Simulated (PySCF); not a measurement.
# H6LaN2 (La(NH3)23+): the cost of one run

The runs use PySCF 2.14.0; PBE0, La lcecp-1-SVP with ECP46, N def2-SVP, H def2-SVP; scalar-relativistic core potentials, no spin–orbit coupling.

2 further runs of the same task are left out: 2 for a known fault of the program.

### Step 1. Starting geometry

9 atoms, charge 3, spin multiplicity 1.

Bond lengths: La1–N2 2.519 Å, La1–N6 2.519 Å, N2–H3 1.040 Å, N2–H4 1.039 Å, N2–H5 1.039 Å, N6–H7 1.040 Å, N6–H8 1.039 Å, N6–H9 1.039 Å. Angles: N2–La1–N6 113.4°, La1–N2–H3 114.8°, La1–N2–H4 116.4°, La1–N2–H5 116.0°, H3–N2–H4 102.6°, H3–N2–H5 102.4°, H4–N2–H5 102.6°, La1–N6–H7 114.9°, La1–N6–H8 116.7°, La1–N6–H9 115.7°, H7–N6–H8 102.6°, H7–N6–H9 102.4°, H8–N6–H9 102.6°.

As a file:

```xyz
9

La    1.1657    0.2154   -0.0001
N    -0.1943   -0.0309    2.1058
H     0.2688    0.3203    2.9678
H    -1.1091    0.4604    2.1247
H    -0.4532   -1.0019    2.3707
N    -0.1936   -0.0377   -2.1053
H     0.2955   -0.5188   -2.8864
H    -1.0792   -0.5747   -2.0271
H    -0.5052    0.8487   -2.5500
```

Formal oxidation states: La +3. The 4f shell is empty and lies in the core potential. An earlier session relaxed this geometry at PBE0, La lcecp-1-SVP with ECP46, N def2-SVP, H def2-SVP (singlet, point group C1).

Its energy there is -143.371300 Eh.

### Step 2. Multiplicity 3 at the relaxed geometry

run.py (the lines that set the calculation)

```python
mol = gto.M(atom='''
La     1.16570     0.21538    -0.00013
N     -0.19427    -0.03093     2.10578
H      0.26877     0.32031     2.96782
H     -1.10909     0.46043     2.12469
H     -0.45320    -1.00193     2.37069
N     -0.19362    -0.03766    -2.10532
H      0.29546    -0.51882    -2.88645
H     -1.07917    -0.57473    -2.02708
H     -0.50520     0.84867    -2.55000''',
    basis={'La': 'lcecp-1-SVP', 'N': 'def2-SVP', 'H': 'def2-SVP'},
    ecp={'La': 'lcecp-1-SVP'},
    charge=3, spin=2)
mf = dft.UKS(mol, xc='PBE0')
mf.grids.atom_grid = (50, 194)  # f atoms: unpruned, at least (60, 302)
mf = mf.density_fit()  # fitting sets: La AutoAux, N def2-universal-JKFIT, H def2-universal-JKFIT
mf.conv_tol = 1e-08; mf.max_cycle = 55
mf.kernel(dm0)  # dm0: free metal ions and neutral atoms
```

Started as:

```bash
$ OMP_NUM_THREADS=2 python run.py
```

**Question.** How long does this run take on 2 threads of Arm Neoverse V1, shared host?

About 29 s.
